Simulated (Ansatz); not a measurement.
**C5H12ClGaO: small, medium and large basis sets**

How large a basis does C5H12ClGaO need? Two functionals are run in growing sets.

Program: Ansatz 0.2.0, Gaussian basis. Level of theory: one geometry, several basis sets. These are calculated values, not measurements.

Levels to be run: PBE0-D4/def2-SVP; ωB97M-V/def2-SVP; PBE0-D4/def2-QZVPP; ωB97M-V/def2-QZVPP; the functionals' def2-TZVPP values are taken from earlier runs.

**1. The relaxed structure**

The geometry comes from an earlier relaxation with PBE0-D4 in a triple-zeta def2 set; it is a stationary point, not always the lowest conformer.

SMILES `C[CH2][Ga]([Cl])[O]C(C)C`, 20 atoms, charge 0, spin multiplicity 1.

Atoms are counted from 1 here; the program's logs count them from 0.

Bond lengths: C1–C2 1.524 Å, C1–H9 1.092 Å, C1–H10 1.092 Å, C1–H11 1.094 Å, C2–Ga3 1.954 Å, C2–H12 1.094 Å, C2–H13 1.094 Å, Ga3–Cl4 2.162 Å, Ga3–O5 1.773 Å, O5–C6 1.415 Å, C6–C7 1.517 Å, C6–C8 1.517 Å, C6–H14 1.098 Å, C7–H15 1.092 Å, C7–H16 1.093 Å, C7–H17 1.094 Å, C8–H18 1.094 Å, C8–H19 1.093 Å and more. Angles: C2–C1–H9 111.8°, C2–C1–H10 111.8°, C2–C1–H11 111.0°, H9–C1–H10 106.9°, H9–C1–H11 107.6°, H10–C1–H11 107.6°, C1–C2–Ga3 114.3°, C1–C2–H12 111.4°, C1–C2–H13 111.5°, Ga3–C2–H12 106.7°, Ga3–C2–H13 106.8°, H12–C2–H13 105.6°, C2–Ga3–Cl4 121.2°, C2–Ga3–O5 119.8°, Cl4–Ga3–O5 119.0°, Ga3–O5–C6 130.2°, O5–C6–C7 111.4°, O5–C6–C8 111.3° and more.

As a file:

```mol
C5H12ClGaO
  3D, bonds by distance, orders not assigned

 20 19  0  0  0  0  0  0  0  0999 V2000
    2.6150   -0.7452   -1.8655 C   0  0
    1.7130    0.4401   -2.1863 C   0  0
    0.2212    0.6731   -0.9453 Ga  0  0
   -1.2364    2.2450   -1.2282 Cl  0  0
    0.0492   -0.4197    0.4396 O   0  0
   -0.9311   -0.4559    1.4588 C   0  0
   -0.9097    0.8117    2.2920 C   0  0
   -2.3070   -0.7485    0.8909 C   0  0
    3.0587   -0.6587   -0.8716 H   0  0
    2.0660   -1.6888   -1.8869 H   0  0
    3.4328   -0.8221   -2.5879 H   0  0
    2.2726    1.3807   -2.1847 H   0  0
    1.2806    0.3562   -3.1881 H   0  0
   -0.6406   -1.2957    2.1043 H   0  0
    0.0964    0.9972    2.6742 H   0  0
   -1.5886    0.7268    3.1444 H   0  0
   -1.2231    1.6727    1.6950 H   0  0
   -2.6487    0.0773    0.2605 H   0  0
   -3.0367   -0.8850    1.6931 H   0  0
   -2.2838   -1.6612    0.2916 H   0  0
  1  2  8  0
  2  3  8  0
  3  4  8  0
  3  5  8  0
  5  6  8  0
  6  7  8  0
  6  8  8  0
  1  9  8  0
  1 10  8  0
  1 11  8  0
  2 12  8  0
  2 13  8  0
  6 14  8  0
  7 15  8  0
  7 16  8  0
  7 17  8  0
  8 18  8  0
  8 19  8  0
  8 20  8  0
M  END
```

**2. PBE0-D4 in def2-SVP**

File in.yaml:

```yaml
crystal:
  periodic: [false, false, false]
  atoms:
    - {symbol: C, position_ang: [2.614957, -0.745180, -1.865534]}
    - {symbol: C, position_ang: [1.713011, 0.440133, -2.186302]}
    - {symbol: Ga, position_ang: [0.221238, 0.673124, -0.945329]}
    - {symbol: Cl, position_ang: [-1.236395, 2.245025, -1.228202]}
    - {symbol: O, position_ang: [0.049233, -0.419730, 0.439613]}
    - {symbol: C, position_ang: [-0.931076, -0.455882, 1.458811]}
    - {symbol: C, position_ang: [-0.909737, 0.811668, 2.292023]}
    - {symbol: C, position_ang: [-2.307007, -0.748477, 0.890917]}
    - {symbol: H, position_ang: [3.058683, -0.658697, -0.871597]}
    - {symbol: H, position_ang: [2.065951, -1.688846, -1.886918]}
    - {symbol: H, position_ang: [3.432848, -0.822126, -2.587883]}
    - {symbol: H, position_ang: [2.272620, 1.380731, -2.184665]}
    - {symbol: H, position_ang: [1.280648, 0.356246, -3.188064]}
    - {symbol: H, position_ang: [-0.640554, -1.295694, 2.104303]}
    - {symbol: H, position_ang: [0.096375, 0.997193, 2.674232]}
    - {symbol: H, position_ang: [-1.588581, 0.726757, 3.144425]}
    - {symbol: H, position_ang: [-1.223080, 1.672671, 1.694974]}
    - {symbol: H, position_ang: [-2.648651, 0.077311, 0.260475]}
    - {symbol: H, position_ang: [-3.036694, -0.885018, 1.693110]}
    - {symbol: H, position_ang: [-2.283780, -1.661192, 0.291610]}
basis:
  gaussian: {orbitals: def2-SVP}
hamiltonian: {xc: pbe0, dispersion: d4}
output: {orbitals: {seedname: orbitals}}
```

On the command line:

```console
ansatz run in.yaml --threads 4 --pin off --events-out ev --progress --plain --max-ram 46080MiB --backend cpu
```

Further steps of the session: ωB97M-V in def2-SVP; PBE0-D4 in def2-QZVPP; ωB97M-V in def2-QZVPP.

**Question.** What will the summary of the whole plan be? Wanted: PBE0-D4: double and triple zeta above quadruple; ωB97M-V: double and triple zeta above quadruple.

**Answer**, as computed:

| quantity | value |
| --- | --- |
| PBE0-D4: double and triple zeta above quadruple | 21.22, 1.97 eV |
| ωB97M-V: double and triple zeta above quadruple | 21.50, 1.91 eV |

**Reading.** PBE0-D4 gains 19.24 eV from double to triple zeta, then 1.97 eV more. Total energies overstate the basis error of differences, where much of it tends to cancel.
